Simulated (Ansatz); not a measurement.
# BAsH₄ + NH₃: a complex and its separated parts, part 2 of 2

Ansatz 0.2.0, Gaussian basis.

## (13) CAM-B3LYP-D4/def2-TZVPP

The inputs:

parta/in.yaml

```yaml
crystal:
  periodic: [false, false, false]
  atoms:
    - {symbol: B, position_ang: [0.451377, -0.293252, -0.935859]}
    - {symbol: H, position_ang: [1.354152, 0.477387, -1.055027]}
    - {symbol: H, position_ang: [-0.466116, -0.272247, -1.697995]}
    - {symbol: As, position_ang: [0.607246, -1.781954, 0.358607]}
    - {symbol: H, position_ang: [-0.821133, -1.877875, 0.844322]}
    - {symbol: H, position_ang: [1.181858, -1.052952, 1.551823]}
basis:
  gaussian: {orbitals: def2-TZVPP}
hamiltonian: {xc: {name: CAM-B3LYP}, dispersion: d4}
```

partb/in.yaml

```yaml
crystal:
  periodic: [false, false, false]
  atoms:
    - {symbol: N, position_ang: [-0.442440, 1.011531, 0.072961]}
    - {symbol: H, position_ang: [-1.340464, 0.665359, 0.387667]}
    - {symbol: H, position_ang: [-0.615461, 1.874991, -0.426863]}
    - {symbol: H, position_ang: [0.090980, 1.248914, 0.900266]}
basis:
  gaussian: {orbitals: def2-TZVPP}
hamiltonian: {xc: {name: CAM-B3LYP}, dispersion: d4}
```

Each run has its own folder and the same command.

Command:

```sh
> ansatz run in.yaml --threads 4 --pin off --events-out ev --progress --plain --max-ram 9574MiB
```

parta printed (excerpt; [...] marks lines left out):

```text
Functional definition: CAM-B3LYP
  name "CAM-B3LYP"
  cite "Yanai, Tew & Handy, Chem. Phys. Lett. 393, 51 (2004) doi:10.1016/j.cplett.2004.06.011"
  cite "Iikura, Tsuneda, Yanai & Hirao, J. Chem. Phys. 115, 3540 (2001) doi:10.1063/1.1383587"
  cite "Becke, Phys. Rev. A 38, 3098 (1988) doi:10.1103/PhysRevA.38.3098"
  cite "Lee, Yang & Parr, Phys. Rev. B 37, 785 (1988) doi:10.1103/PhysRevB.37.785"
[...]
814 factors; their error is unknown
206 factors; integrals over basis functions are off by at most 1.6e-5 eV
[...]
mean field -61584.88123603 eV, -2263.2026416924 hartree, gradient 1.9e-5 eV, S^2 0.000000; 0 other end points of the search recorded, 0 dependent functions left out
reference -61584.88135192 eV, -2263.2026459512 hartree; 21, 21 occupied and 114, 114 virtual orbitals, 814 factors
Total energy: -61584.94894609 eV, -2263.2051299910 hartree
```

Log of partb (excerpt; [...] marks lines left out):

```text
[... 6 set-up lines as earlier in the session ...]
[...]
  # Exact exchange under (alpha + beta erf(omega r))/r, Becke's under what is left of 1/r.
[...]
332 factors; their error is unknown
102 factors; integrals over basis functions are off by at most 1.4e-5 eV
[...]
mean field -1539.00931485 eV, -56.5575491426 hartree, gradient 6.3e-5 eV, S^2 0.000000; 0 other end points of the search recorded, 0 dependent functions left out
reference -1539.00938293 eV, -56.5575516448 hartree; 5, 5 occupied and 68, 68 virtual orbitals, 332 factors
Total energy: -1539.01810788 eV, -56.5578722807 hartree
```

Times: 0.95 s (parta), 0.2 s (partb) on 4 threads of Arm Neoverse V2, shared host.

## (14) wB97X-V/def2-TZVPP

Each input of step 13 (parta, partb) changes in the same lines:

```diff
-hamiltonian: {xc: {name: CAM-B3LYP}, dispersion: d4}
+hamiltonian: {xc: {name: wB97X-V}}
```

Each run has its own folder and the same command.

Command:

```sh
> ansatz run in.yaml --threads 4 --pin off --events-out ev --progress --plain --max-ram 9574MiB
```

Output in parta (excerpt; [...] marks lines left out):

```text
Functional definition: wB97X-V
  name "wB97X-V"
  cite "Mardirossian & Head-Gordon, Phys. Chem. Chem. Phys. 16, 9904 (2014) doi:10.1039/C3CP54374A"
[... 2 set-up lines as earlier in the session ...]
[...]
      + integral(e_c_pw_opposite_spin*poly(b97_u_opposite, cos0, cos1)) + vv10(b, c)
814 factors; their error is unknown
190 factors; integrals over basis functions are off by at most 1.1e-5 eV
[...]
mean field -61576.34852939 eV, -2262.8890705070 hartree, gradient 7.0e-5 eV, S^2 0.000000; 0 other end points of the search recorded, 0 dependent functions left out
reference -61576.34852759 eV, -2262.8890704407 hartree; 21, 21 occupied and 114, 114 virtual orbitals, 814 factors
Total energy: -61576.34852759 eV, -2262.8890704407 hartree
```

Log of partb (excerpt; [...] marks lines left out):

```text
[... 5 set-up lines as earlier in the session ...]
[...]
      + integral(e_c_pw_opposite_spin*poly(b97_u_opposite, cos0, cos1)) + vv10(b, c)
332 factors; their error is unknown
93 factors; integrals over basis functions are off by at most 7.9e-6 eV
[...]
mean field -1539.14323545 eV, -56.5624706342 hartree, gradient 1.3e-5 eV, S^2 0.000000; 0 other end points of the search recorded, 0 dependent functions left out
reference -1539.14323435 eV, -56.5624705938 hartree; 5, 5 occupied and 68, 68 virtual orbitals, 332 factors
Total energy: -1539.14323435 eV, -56.5624705938 hartree
```

Wall times: 2.2 s (parta), 0.45 s (partb) on 4 threads of Arm Neoverse V2, shared host.

## (15) wB97M-V/def2-TZVPP

Each input of step 14 (parta, partb) changes in the same lines:

```diff
-hamiltonian: {xc: {name: wB97X-V}}
+hamiltonian: {xc: {name: wB97M-V}}
```

One command serves all of them, each in its own folder.

Command:

```sh
> ansatz run in.yaml --threads 4 --pin off --events-out ev --progress --plain --max-ram 9574MiB
```

parta printed (excerpt; [...] marks lines left out):

```text
Functional definition: wB97M-V
  name "wB97M-V"
  cite "Mardirossian & Head-Gordon, J. Chem. Phys. 144, 214110 (2016) doi:10.1063/1.4952647"
[... 2 set-up lines as earlier in the session ...]
  # Of w^i u^j: cxij and so on, Table III.
[...]
  gx(w, u) = 1 - cx + cx01*u + cx10*w
[...]
      + integral(e_c_pw_mod_opposite_spin*gos(b97_w_opposite, b97_u_opposite)) + vv10(b, c)
809 factors; their error is unknown
190 factors; integrals over basis functions are off by at most 1.1e-5 eV
[...]
mean field -61577.88875279 eV, -2262.9456726731 hartree, gradient 6.7e-5 eV, S^2 0.000000; 0 other end points of the search recorded, 0 dependent functions left out
reference -61577.88879705 eV, -2262.9456742993 hartree; 21, 21 occupied and 114, 114 virtual orbitals, 809 factors
Total energy: -61577.88879705 eV, -2262.9456742993 hartree
```

Output in partb (excerpt; [...] marks lines left out):

```text
[... 5 set-up lines as earlier in the session ...]
  # Of w^i u^j: cxij and so on, Table III.
[...]
  gx(w, u) = 1 - cx + cx01*u + cx10*w
[...]
      + integral(e_c_pw_mod_opposite_spin*gos(b97_w_opposite, b97_u_opposite)) + vv10(b, c)
332 factors; their error is unknown
93 factors; integrals over basis functions are off by at most 7.9e-6 eV
[...]
mean field -1538.84211049 eV, -56.5514044960 hartree, gradient 5.5e-5 eV, S^2 0.000000; 0 other end points of the search recorded, 0 dependent functions left out
reference -1538.84213737 eV, -56.5514054836 hartree; 5, 5 occupied and 68, 68 virtual orbitals, 332 factors
Total energy: -1538.84213737 eV, -56.5514054836 hartree
```

Times: 2.6 s (parta), 0.45 s (partb) on 4 threads of Arm Neoverse V2, shared host.

## (16) B2PLYP/def2-TZVPP

Each input of step 15 (parta, partb) changes in the same lines:

```diff
-hamiltonian: {xc: {name: wB97M-V}}
+hamiltonian: {xc: {name: B2PLYP}}
```

The same command starts each run, in its folder.

Command:

```sh
> ansatz run in.yaml --threads 4 --pin off --events-out ev --progress --plain --max-ram 9574MiB
```

parta printed (excerpt; [...] marks lines left out):

```text
Functional definition: B2PLYP
  name "B2PLYP"
  cite "Grimme, J. Chem. Phys. 124, 034108 (2006) doi:10.1063/1.2148954"
[... 2 set-up lines as earlier in the session ...]
[...]
808 factors; integrals over basis functions are off by at most 8.4e-4 eV
[...]
mean field -61567.70517116 eV, -2262.5714329508 hartree, gradient 7.7e-6 eV, S^2 0.000000; 0 other end points of the search recorded, 0 dependent functions left out
10 core orbitals not correlated: weight in the atoms' cores, before any rotation towards them, 1.000 or more for the frozen orbitals, at most 0.000 for the correlated occupied ones
reference -61567.70532142 eV, -2262.5714384727 hartree; 11, 11 occupied and 114, 114 virtual orbitals, 808 factors
second order -12.63496485 eV of doubles, -0.00000000 eV of singles
Total energy: -61571.11676193 eV, -2262.6968065990 hartree
```

Output in partb (excerpt; [...] marks lines left out):

```text
[... 5 set-up lines as earlier in the session ...]
[...]
416 factors; integrals over basis functions are off by at most 9.8e-4 eV
[...]
mean field -1536.38011307 eV, -56.4609277595 hartree, gradient 8.4e-6 eV, S^2 0.000000; 0 other end points of the search recorded, 0 dependent functions left out
1 core orbitals not correlated: weight in the atoms' cores, before any rotation towards them, 1.000 or more for the frozen orbitals, at most 0.000 for the correlated occupied ones
reference -1536.38020329 eV, -56.4609310751 hartree; 4, 4 occupied and 68, 68 virtual orbitals, 416 factors
second order -7.62107241 eV of doubles, -0.00000000 eV of singles
Total energy: -1538.43789284 eV, -56.5365497713 hartree
```

Wall times: 1.3 s (parta), 0.3 s (partb) on 4 threads of Arm Neoverse V2, shared host.

## (17) PBE-QIDH/def2-TZVPP

The same edit goes into each in.yaml of step 16 (parta, partb):

```diff
-hamiltonian: {xc: {name: B2PLYP}}
+hamiltonian: {xc: {name: PBE-QIDH}}
```

One command serves all of them, each in its own folder.

Command:

```sh
> ansatz run in.yaml --threads 4 --pin off --events-out ev --progress --plain --max-ram 9574MiB
```

Output in parta (excerpt; [...] marks lines left out):

```text
Functional definition: PBE-QIDH
  name "PBE-QIDH"
  cite "Brémond, Sancho-García, Pérez-Jiménez & Adamo, J. Chem. Phys. 141, 031101 (2014) doi:10.1063/1.4890314"
[... 1 set-up line as earlier in the session ...]
[...]
808 factors; integrals over basis functions are off by at most 8.4e-4 eV
[...]
mean field -61560.79308384 eV, -2262.3174184268 hartree, gradient 2.6e-6 eV, S^2 0.000000; 0 other end points of the search recorded, 0 dependent functions left out
10 core orbitals not correlated: weight in the atoms' cores, before any rotation towards them, 1.000 or more for the frozen orbitals, at most 0.000 for the correlated occupied ones
reference -61560.79309542 eV, -2262.3174188523 hartree; 11, 11 occupied and 114, 114 virtual orbitals, 808 factors
second order -11.73486617 eV of doubles, -0.00000000 eV of singles
Total energy: -61564.70471747 eV, -2262.4611683115 hartree
```

Log of partb (excerpt; [...] marks lines left out):

```text
[... 4 set-up lines as earlier in the session ...]
[...]
416 factors; integrals over basis functions are off by at most 9.8e-4 eV
[...]
mean field -1535.33269836 eV, -56.4224359790 hartree, gradient 2.2e-6 eV, S^2 0.000000; 0 other end points of the search recorded, 0 dependent functions left out
1 core orbitals not correlated: weight in the atoms' cores, before any rotation towards them, 1.000 or more for the frozen orbitals, at most 0.000 for the correlated occupied ones
reference -1535.33270513 eV, -56.4224362276 hartree; 4, 4 occupied and 68, 68 virtual orbitals, 416 factors
second order -7.10233201 eV of doubles, -0.00000000 eV of singles
Total energy: -1537.70014913 eV, -56.5094381900 hartree
```

Times: 1.3 s (parta), 0.3 s (partb) on 4 threads of Arm Neoverse V2, shared host.

## (18) RPA on PBE/def2-TZVPP

The same edit goes into each in.yaml of step 17 (parta, partb):

```diff
-hamiltonian: {xc: {name: PBE-QIDH}}
+hamiltonian: {xc: pbe}
+correlation: {method: rpa}
```

One command serves all of them, each in its own folder.

Command:

```sh
> ansatz run in.yaml --threads 4 --pin off --events-out ev --progress --plain --max-ram 9574MiB
```

Log of parta (excerpt; [...] marks lines left out):

```text
[... 4 set-up lines as earlier in the session ...]
[...]
808 factors; integrals over basis functions are off by at most 8.4e-4 eV
[...]
mean field -61571.49203216 eV, -2262.7105975257 hartree, gradient 5.0e-6 eV, S^2 0.000000; 0 other end points of the search recorded, 0 dependent functions left out
10 core orbitals not correlated: weight in the atoms' cores, before any rotation towards them, 1.000 or more for the frozen orbitals, at most 0.000 for the correlated occupied ones
reference -61529.22481783 eV, -2261.1573060486 hartree; 11, 11 occupied and 114, 114 virtual orbitals, 808 factors
Total energy: -61547.09005274 eV, -2261.8138413221 hartree
```

Output in partb (excerpt; [...] marks lines left out):

```text
[... 4 set-up lines as earlier in the session ...]
[...]
416 factors; integrals over basis functions are off by at most 9.8e-4 eV
[...]
mean field -1537.73152768 eV, -56.5105913305 hartree, gradient 7.3e-6 eV, S^2 0.000000; 0 other end points of the search recorded, 0 dependent functions left out
1 core orbitals not correlated: weight in the atoms' cores, before any rotation towards them, 1.000 or more for the frozen orbitals, at most 0.000 for the correlated occupied ones
reference -1529.64064540 eV, -56.2132568909 hartree; 4, 4 occupied and 68, 68 virtual orbitals, 416 factors
Total energy: -1540.11756209 eV, -56.5982764775 hartree
```

They took 1.1 s (parta), 0.25 s (partb) on 4 threads of Arm Neoverse V2, shared host.

## (19) CCSD(T)/def2-TZVPP

The same edit goes into each in.yaml of step 18 (parta, partb):

```diff
-hamiltonian: {xc: pbe}
-correlation: {method: rpa}
+correlation: {method: ccsd_t}
```

Each run has its own folder and the same command.

Command:

```sh
> ansatz run in.yaml --threads 4 --pin off --events-out ev --progress --plain --max-ram 9574MiB
```

parta printed (excerpt; [...] marks lines left out):

```text
Functional definition: HF
  name "HF"
  cite "Fock, Z. Phys. 61, 126 (1930) doi:10.1007/BF01340294"
[... 1 set-up line as earlier in the session ...]
[...]
808 factors; integrals over basis functions are off by at most 8.4e-4 eV
[...]
mean field -61530.14455318 eV, -2261.1911056994 hartree, gradient 2.0e-6 eV, S^2 0.000000; 0 other end points of the search recorded, 0 dependent functions left out
10 core orbitals not correlated: weight in the atoms' cores, before any rotation towards them, 1.000 or more for the frozen orbitals, at most 0.000 for the correlated occupied ones
reference -61530.14455318 eV, -2261.1911056994 hartree; 11, 11 occupied and 114, 114 virtual orbitals, 808 factors
second order -10.37947059 eV of doubles, -0.00000000 eV of singles
cycle   1  -10.73211247 eV  change   -3.5e-1 eV  update   8.1e-2
[...]
cycle  10  -11.13678380 eV  change    2.4e-6 eV  update   1.6e-5
perturbative correction -0.39028306 eV, -0.0143426380 hartree
Total energy: -61541.67162004 eV, -2261.6147175934 hartree
```

Output in partb (excerpt; [...] marks lines left out):

```text
[... 4 set-up lines as earlier in the session ...]
[...]
416 factors; integrals over basis functions are off by at most 9.8e-4 eV
[...]
mean field -1529.85248755 eV, -56.2210419461 hartree, gradient 4.0e-6 eV, S^2 0.000000; 0 other end points of the search recorded, 0 dependent functions left out
1 core orbitals not correlated: weight in the atoms' cores, before any rotation towards them, 1.000 or more for the frozen orbitals, at most 0.000 for the correlated occupied ones
reference -1529.85248755 eV, -56.2210419461 hartree; 4, 4 occupied and 68, 68 virtual orbitals, 416 factors
second order -6.38830733 eV of doubles, -0.00000000 eV of singles
cycle   1  -6.57735898 eV  change   -1.9e-1 eV  update   3.9e-2
[...]
cycle   9  -6.72925606 eV  change    3.0e-6 eV  update   2.3e-6
perturbative correction -0.20702354 eV, -0.0076079746 hartree
Total energy: -1536.78876714 eV, -56.4759455195 hartree
```

They took 6 s (parta), 0.25 s (partb) on 4 threads of Arm Neoverse V2, shared host; peak memory 0.71 GiB.

## (20) Vibrations of BAsH₄

The input, vib-parta/in.yaml:

```yaml
crystal:
  periodic: [false, false, false]
  atoms:
    - {symbol: B, position_ang: [0.451377, -0.293252, -0.935859]}
    - {symbol: H, position_ang: [1.354152, 0.477387, -1.055027]}
    - {symbol: H, position_ang: [-0.466116, -0.272247, -1.697995]}
    - {symbol: As, position_ang: [0.607246, -1.781954, 0.358607]}
    - {symbol: H, position_ang: [-0.821133, -1.877875, 0.844322]}
    - {symbol: H, position_ang: [1.181858, -1.052952, 1.551823]}
basis:
  gaussian: {orbitals: def2-TZVP}
hamiltonian: {xc: pbe0, dispersion: d4}
phonons: {temperatures: {t_min: 298.15, t_max: 900, t_step: 200}}
```

Command:

```sh
> ansatz run in.yaml --threads 4 --pin off --events-out ev --progress --plain --max-ram 9574MiB
```

Output (excerpt; [...] marks lines left out):

```text
[... 5 set-up lines as earlier in the session ...]
[...]
768 factors; their error is unknown
[...]
mean field -61573.56235040 eV, -2262.7866803175 hartree, gradient 1.0e-5 eV, S^2 0.000000; 0 other end points of the search recorded, 0 dependent functions left out
[...]
Atom 3 at     0.607246    -1.781954     0.358607 Å, force    -0.000662    -0.001162     0.003206 eV/Å
Atom 4 at    -0.821133    -1.877875     0.844322 Å, force     0.001148     0.000201    -0.000809 eV/Å
Atom 5 at     1.181858    -1.052952     1.551823 Å, force    -0.000314    -0.000409    -0.001328 eV/Å
Dipole moment:    -0.045298     0.043256     0.077803 e Å
Vibrations: 399.00 403.51 503.60 644.25 818.22 911.66 1005.89 1167.23 2252.07 2269.97 2601.05 2702.06 cm⁻¹, zero-point energy 0.971945 eV
```

Wall time 19 s (4 threads of Arm Neoverse V2, shared host).

Wavenumbers and character of the modes:

| mode | wavenumber (cm⁻¹) | character |
| --- | --- | --- |
| 1 | 399 | torsion |
| 2 | 404 | bend |
| 3 | 504 | bend |
| 4 | 644 | B–As stretch |
| 5 | 818 | bend |
| 6 | 912 | wag or twist with out-of-plane bend |
| 7 | 1006 | bend with wag or twist |
| 8 | 1167 | bend |
| 9 | 2252 | As–H stretch |
| 10 | 2270 | As–H stretch |
| 11 | 2601 | B–H stretch |
| 12 | 2702 | B–H stretch |

Vibrational sums (real modes only):

| T (K) | entropy (J/mol/K) | heat capacity (J/mol/K) |
| --- | --- | --- |
| 298 | 14.3 | 28.6 |
| 498 | 33.8 | 47.6 |
| 698 | 52.0 | 60.1 |
| 898 | 68.3 | 69.3 |

## (21) Vibrations of NH₃

The input, vib-partb/in.yaml:

```yaml
crystal:
  periodic: [false, false, false]
  atoms:
    - {symbol: N, position_ang: [-0.442440, 1.011531, 0.072961]}
    - {symbol: H, position_ang: [-1.340464, 0.665359, 0.387667]}
    - {symbol: H, position_ang: [-0.615461, 1.874991, -0.426863]}
    - {symbol: H, position_ang: [0.090980, 1.248914, 0.900266]}
basis:
  gaussian: {orbitals: def2-TZVP}
hamiltonian: {xc: pbe0, dispersion: d4}
phonons: {temperatures: {t_min: 298.15, t_max: 900, t_step: 200}}
```

Command:

```sh
> ansatz run in.yaml --threads 4 --pin off --events-out ev --progress --plain --max-ram 9574MiB
```

Output (excerpt; [...] marks lines left out):

```text
[... 5 set-up lines as earlier in the session ...]
[...]
287 factors; their error is unknown
[...]
mean field -1537.79931139 eV, -56.5130823359 hartree, gradient 1.6e-5 eV, S^2 0.000000; 0 other end points of the search recorded, 0 dependent functions left out
[...]
Atom 1 at    -1.340464     0.665359     0.387667 Å, force     0.000386     0.000059    -0.000121 eV/Å
Atom 2 at    -0.615461     1.874991    -0.426863 Å, force     0.000117    -0.000402     0.000130 eV/Å
Atom 3 at     0.090980     1.248914     0.900266 Å, force    -0.000181    -0.000172    -0.000323 eV/Å
Dipole moment:    -0.168170     0.236062     0.200879 e Å
Vibrations: 1031.13 1669.57 1669.59 3502.18 3631.26 3631.27 cm⁻¹, zero-point energy 0.938251 eV
```

It took 1.3 s on 4 threads of Arm Neoverse V2, shared host.

The modes, with what each moves most:

| mode | wavenumber (cm⁻¹) | character |
| --- | --- | --- |
| 1 | 1031 | bend |
| 2 | 1670 | bend |
| 3 | 1670 | bend |
| 4 | 3502 | N–H stretch |
| 5 | 3631 | N–H stretch |
| 6 | 3631 | N–H stretch |

Vibrational sums (real modes only):

| T (K) | entropy (J/mol/K) | heat capacity (J/mol/K) |
| --- | --- | --- |
| 298 | 0.4 | 1.8 |
| 498 | 2.6 | 7.4 |
| 698 | 6.0 | 13.4 |
| 898 | 10.0 | 18.8 |

## (22) Complex less separated parts

The complex's own energies come from single points at the same levels.

Rows are in def2-TZVPP; times add the 3 runs of a level on a shared host, so small differences are noise.

Differences are taken before rounding.

| method | rung | complex less parts (kJ/mol) | from CCSD(T) (kJ/mol) | time |
| --- | --- | --- | --- | --- |
| SPW92 | LDA | -182.5 | -51.6 | 1.4 s |
| PBE-D4 | GGA | -143.3 | -12.4 | 2 s |
| BLYP-D4 | GGA | -122.6 | +8.3 | 2.2 s |
| r2SCAN-D4 | meta-GGA | -137.0 | -6.1 | 4.3 s |
| B97M-V | meta-GGA | -128.1 | +2.9 | 9.4 s |
| PBE0-D4 | hybrid | -145.0 | -14.0 | 2.7 s |
| B3LYP-D4 | hybrid | -126.6 | +4.4 | 2.8 s |
| r2SCAN0-D4 | hybrid | -140.6 | -9.6 | 4.8 s |
| BHLYP-D4 | hybrid | -126.8 | +4.1 | 2.8 s |
| CAM-B3LYP-D4 | range-separated hybrid | -132.5 | -1.6 | 3.2 s |
| wB97X-V | range-separated hybrid | -133.5 | -2.6 | 7.6 s |
| wB97M-V | range-separated hybrid | -136.0 | -5.0 | 9.1 s |
| B2PLYP | double hybrid | -122.0 | +9.0 | 4.8 s |
| PBE-QIDH | double hybrid | -141.8 | -10.9 | 4.9 s |
| RPA on PBE | RPA | -121.6 | +9.3 | 4.5 s |
| Hartree-Fock | wavefunction | -86.7 | +44.2 |  |
| MP2 | wavefunction | -137.8 | -6.8 |  |
| CCSD | wavefunction | -125.6 | +5.4 |  |
| CCSD(T) | wavefunction | -130.9 | 0 | 69 s |

Among the levels timed on like hardware and quicker than the yardstick, those that no quicker one beats, quickest first: SPW92 (1.4 s, -51.6 kJ/mol); PBE-D4 (2 s, -12.4 kJ/mol); BLYP-D4 (2.2 s, +8.3 kJ/mol); BHLYP-D4 (2.8 s, +4.1 kJ/mol); CAM-B3LYP-D4 (3.2 s, -1.6 kJ/mol).

CAM-B3LYP-D4 reaches 1.6 kJ/mol from the reference in 3.2 s, where CCSD(T) took 69 s; the quickest level in the cost chart, SPW92, takes 1.4 s and misses by 51.6 kJ/mol.

The complex's zero-point energy, from a separate PBE0-D4 run, is 2.127 eV.

## (23) Summary of results

The summary covers parts 1 to 2.

| quantity | value |
| --- | --- |
| complex less parts, CCSD(T)/def2-TZVPP | -130.9 kJ/mol |
| with zero-point energy | -110.0 kJ/mol |
| largest T1 diagnostic | 0.014 |

**Reading.** At CCSD(T) the complex lies 130.9 kJ/mol below its parts. CAM-B3LYP-D4 is the best functional here (-1.6 kJ/mol from CCSD(T)); SPW92 is the worst (-51.6 kJ/mol). By rung, the mean size of the error is: LDA 51.6, GGA 10.4, meta-GGA 4.5, hybrid 8.1, range-separated hybrid 3.1, double hybrid 9.9 kJ/mol. The double hybrids carry no dispersion term here, unlike the levels marked D4 or V. PBE-D4 gives a relative energy 12.4 kJ/mol too low, outside chemical accuracy (1 kcal/mol, 4.2 kJ/mol). No counterpoise was applied, and triple zeta lacks some correlation, so the CCSD(T) reference has a basis error of its own, and close matches with it are partly luck.
